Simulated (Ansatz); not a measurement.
# C2H6OSi: how energies converge with the basis set

The task here is to estimate one member of a computed series from the others.

Program: Ansatz 0.2.0, Gaussian basis. Level of theory: one geometry, several basis sets. These are calculated values, not measurements.

Levels to be run: PBE0-D4/def2-SVP; ωB97M-V/def2-SVP; PBE0-D4/def2-QZVPP; ωB97M-V/def2-QZVPP; the functionals' def2-TZVPP values are taken from earlier runs.

## Structure used throughout

All runs share one geometry, relaxed beforehand with PBE0-D4 in a triple-zeta def2 set.

SMILES `C=C(O)[SiH3]`, 10 atoms, charge 0, spin multiplicity 1.

Atoms are counted from 1 here; the program's logs count them from 0.

Bond lengths: C1–C2 1.332 Å, C1–H5 1.085 Å, C1–H6 1.081 Å, C2–O3 1.368 Å, C2–Si4 1.875 Å, O3–H7 0.960 Å, Si4–H8 1.489 Å, Si4–H9 1.482 Å, Si4–H10 1.489 Å. Angles: C2–C1–H5 121.4°, C2–C1–H6 120.3°, H5–C1–H6 118.3°, C1–C2–O3 119.1°, C1–C2–Si4 121.2°, O3–C2–Si4 119.8°, C2–O3–H7 110.6°, C2–Si4–H8 109.7°, C2–Si4–H9 109.4°, C2–Si4–H10 109.7°, H8–Si4–H9 110.4°, H8–Si4–H10 107.1°, H9–Si4–H10 110.4°.

As a file:

```xyz
10
C2H6OSi
C    -0.9390    1.1313   -0.6435
C     0.0017    0.1946   -0.5378
O     0.7492   -0.1236   -1.6385
Si    0.3139   -0.6877    1.0865
H    -1.1224    1.6443   -1.5820
H    -1.5417    1.3989    0.2132
H     1.3872   -0.8086   -1.4272
H     0.1258   -2.1540    0.9064
H    -0.6175   -0.1696    2.1157
H     1.7259   -0.4767    1.5102
```

Set-up of the first run:

in.yaml

```yaml
crystal:
  periodic: [false, false, false]
  atoms:
    - {symbol: C, position_ang: [-0.939044, 1.131296, -0.643462]}
    - {symbol: C, position_ang: [0.001681, 0.194624, -0.537780]}
    - {symbol: O, position_ang: [0.749247, -0.123622, -1.638457]}
    - {symbol: Si, position_ang: [0.313897, -0.687700, 1.086534]}
    - {symbol: H, position_ang: [-1.122355, 1.644331, -1.582027]}
    - {symbol: H, position_ang: [-1.541733, 1.398880, 0.213197]}
    - {symbol: H, position_ang: [1.387180, -0.808634, -1.427167]}
    - {symbol: H, position_ang: [0.125754, -2.154021, 0.906376]}
    - {symbol: H, position_ang: [-0.617456, -0.169577, 2.115694]}
    - {symbol: H, position_ang: [1.725930, -0.476678, 1.510193]}
basis:
  gaussian: {orbitals: def2-SVP}
hamiltonian: {xc: pbe0, dispersion: d4}
output: {orbitals: {seedname: orbitals}}
```

On the command line:

```sh
$ ansatz run in.yaml --threads 2 --pin off --events-out ev --progress --plain --max-ram 4352MiB
```

Steps of the session up to this table: PBE0-D4 in def2-SVP; ωB97M-V in def2-SVP; PBE0-D4 in def2-QZVPP; ωB97M-V in def2-QZVPP.

One table of the session follows, with a row left open; its other results are not shown here.

It belongs to the step «Density functionals: the series». 

| functional | basis | HOMO (eV) | LUMO (eV) |
| --- | --- | --- | --- |
| PBE0-D4 | def2-SVP | -6.77 | 0.20 |
| PBE0-D4 | def2-TZVPP | -6.93 | -0.01 |
| PBE0-D4 | def2-QZVPP | -6.96 | -0.14 |
| ωB97M-V | def2-SVP | -8.98 | 2.28 |
| ωB97M-V | def2-TZVPP | ? | ? |
| ωB97M-V | def2-QZVPP | -9.20 | 1.24 |

Estimate the missing values for ωB97M-V, def2-TZVPP.

The run gave: HOMO (eV): -9.17; LUMO (eV): 1.67. In the column «HOMO (eV)» it lies between ωB97M-V, def2-QZVPP (-9.20) and ωB97M-V, def2-SVP (-8.98).
